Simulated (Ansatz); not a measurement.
# CH3AlCl2O: basis-set convergence

An exercise on one series of results from a longer session: the logs are not shown, and one member is left open.

Computed with Ansatz 0.2.0, Gaussian basis. Level: one geometry, several basis sets.

The runs, in order: PBE0-D4/def2-SVP; ωB97M-V/def2-SVP; PBE0-D4/def2-QZVPP; ωB97M-V/def2-QZVPP; the functionals' def2-TZVPP values are taken from earlier runs.

### The relaxed structure

All runs share one geometry, relaxed beforehand with PBE0-D4 in a triple-zeta def2 set.

8 atoms, charge 0, spin multiplicity 1.

Atoms are counted from 1 here; the program's logs count them from 0.

Bond lengths: C1–O2 1.402 Å, C1–H6 1.095 Å, C1–H7 1.094 Å, C1–H8 1.094 Å, O2–Al3 1.664 Å, Al3–Cl4 2.080 Å, Al3–Cl5 2.071 Å. Angles: O2–C1–H6 112.4°, O2–C1–H7 109.7°, O2–C1–H8 109.7°, H6–C1–H7 108.4°, H6–C1–H8 108.4°, H7–C1–H8 108.2°, C1–O2–Al3 136.0°, O2–Al3–Cl4 120.8°, O2–Al3–Cl5 119.1°, Cl4–Al3–Cl5 120.1°.

Set-up of the first run:

in.yaml reads:

```yaml
crystal:
  periodic: [false, false, false]
  atoms:
    - {symbol: C, position_ang: [-0.639597, 1.046229, -0.517728]}
    - {symbol: O, position_ang: [-0.579853, -0.253292, 0.004406]}
    - {symbol: Al, position_ang: [0.614853, -1.261037, 0.576082]}
    - {symbol: Cl, position_ang: [2.600614, -0.642397, 0.619133]}
    - {symbol: Cl, position_ang: [0.101155, -3.150990, 1.249117]}
    - {symbol: H, position_ang: [0.345708, 1.522491, -0.564332]}
    - {symbol: H, position_ang: [-1.292667, 1.663714, 0.105508]}
    - {symbol: H, position_ang: [-1.057915, 1.018183, -1.527887]}
basis:
  gaussian: {orbitals: def2-SVP}
hamiltonian: {xc: pbe0, dispersion: d4}
output: {orbitals: {seedname: orbitals}}
```

Started as:

```console
ansatz run in.yaml --threads 4 --pin off --events-out ev --progress --plain --max-ram 10444MiB
```

Steps of the session up to this table: PBE0-D4 in def2-SVP; ωB97M-V in def2-SVP; PBE0-D4 in def2-QZVPP; ωB97M-V in def2-QZVPP.

One of the session's tables, all rows but one given; the rest of the session is left out.

| functional | basis | HOMO (eV) |
| --- | --- | --- |
| PBE0-D4 | def2-SVP | -8.55 |
| PBE0-D4 | def2-TZVPP | ? |
| PBE0-D4 | def2-QZVPP | -8.70 |
| ωB97M-V | def2-SVP | -10.91 |
| ωB97M-V | def2-TZVPP | -11.07 |
| ωB97M-V | def2-QZVPP | -11.11 |

Q: Estimate the row for PBE0-D4, def2-TZVPP from the others.

As computed: HOMO (eV): -8.67. In the column «HOMO (eV)» it lies between PBE0-D4, def2-QZVPP (-8.70) and PBE0-D4, def2-SVP (-8.55).
